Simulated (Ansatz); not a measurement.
# CH₃NO₂Si: basis-set convergence

One table from this session's results is given with a row withheld; the runs are named, their logs left out.

The runs use Ansatz 0.2.0, Gaussian basis; one geometry, several basis sets.

The runs, in order: PBE0-D4/def2-SVP; ωB97M-V/def2-SVP; PBE0-D4/def2-QZVPP; ωB97M-V/def2-QZVPP; the functionals' def2-TZVPP values are taken from earlier runs.

## The relaxed structure

An earlier PBE0-D4 in a triple-zeta def2 set relaxation fixed the geometry.

SMILES `N=C1O[SiH]1O`, 8 atoms, charge 0, spin multiplicity 1.

Atoms are counted from 1 here; the program's logs count them from 0.

Bond lengths: N1–C2 1.243 Å, N1–H6 1.023 Å, C2–O3 1.424 Å, C2–Si4 1.786 Å, O3–Si4 1.679 Å, Si4–O5 1.619 Å, Si4–H7 1.469 Å, O5–H8 0.960 Å. Angles: C2–N1–H6 111.7°, N1–C2–O3 131.1°, N1–C2–Si4 166.9°, O3–C2–Si4 61.9°, C2–O3–Si4 69.7°, C2–Si4–O3 48.4°, C2–Si4–O5 125.8°, C2–Si4–H7 125.8°, O3–Si4–O5 120.0°, O3–Si4–H7 118.1°, O5–Si4–H7 106.4°, Si4–O5–H8 119.0°.

As a file:

```
N    -0.5831    2.0084    0.5011
C    -0.0702    0.9035    0.2511
O     0.4206   -0.1178    1.1130
Si    0.5756   -0.5872   -0.4919
O    -0.3052   -1.8196   -1.0621
H    -0.6372    2.1817    1.5074
H     1.9294   -0.7599   -1.0346
H    -1.2377   -1.8663   -0.8397
```

Set-up of the first run:

Contents of in.yaml:

```yaml
crystal:
  periodic: [false, false, false]
  atoms:
    - {symbol: N, position_ang: [-0.583108, 2.008375, 0.501123]}
    - {symbol: C, position_ang: [-0.070214, 0.903543, 0.251076]}
    - {symbol: O, position_ang: [0.420607, -0.117758, 1.112994]}
    - {symbol: Si, position_ang: [0.575559, -0.587209, -0.491896]}
    - {symbol: O, position_ang: [-0.305174, -1.819608, -1.062066]}
    - {symbol: H, position_ang: [-0.637168, 2.181714, 1.507378]}
    - {symbol: H, position_ang: [1.929444, -0.759920, -1.034559]}
    - {symbol: H, position_ang: [-1.237745, -1.866340, -0.839747]}
basis:
  gaussian: {orbitals: def2-SVP}
hamiltonian: {xc: pbe0, dispersion: d4}
output: {orbitals: {seedname: orbitals}}
```

The run is started by

```
> ansatz run in.yaml --threads 2 --pin off --events-out ev --progress --plain --max-ram 4352MiB
```

Among the steps run: PBE0-D4 in def2-SVP; ωB97M-V in def2-SVP; PBE0-D4 in def2-QZVPP; ωB97M-V in def2-QZVPP.

One of the session's tables, all rows but one given; the rest of the session is left out.

It belongs to the step «Functionals by basis». 

| functional | basis | HOMO (eV) |
| --- | --- | --- |
| PBE0-D4 | def2-SVP | -7.32 |
| PBE0-D4 | def2-TZVPP | -7.54 |
| PBE0-D4 | def2-QZVPP | -7.59 |
| ωB97M-V | def2-SVP | -9.53 |
| ωB97M-V | def2-TZVPP | ? |
| ωB97M-V | def2-QZVPP | -9.85 |

**Question.** Estimate the row for ωB97M-V, def2-TZVPP.

As computed: HOMO (eV): -9.80. In the column «HOMO (eV)» it lies between ωB97M-V, def2-QZVPP (-9.85) and ωB97M-V, def2-SVP (-9.53).
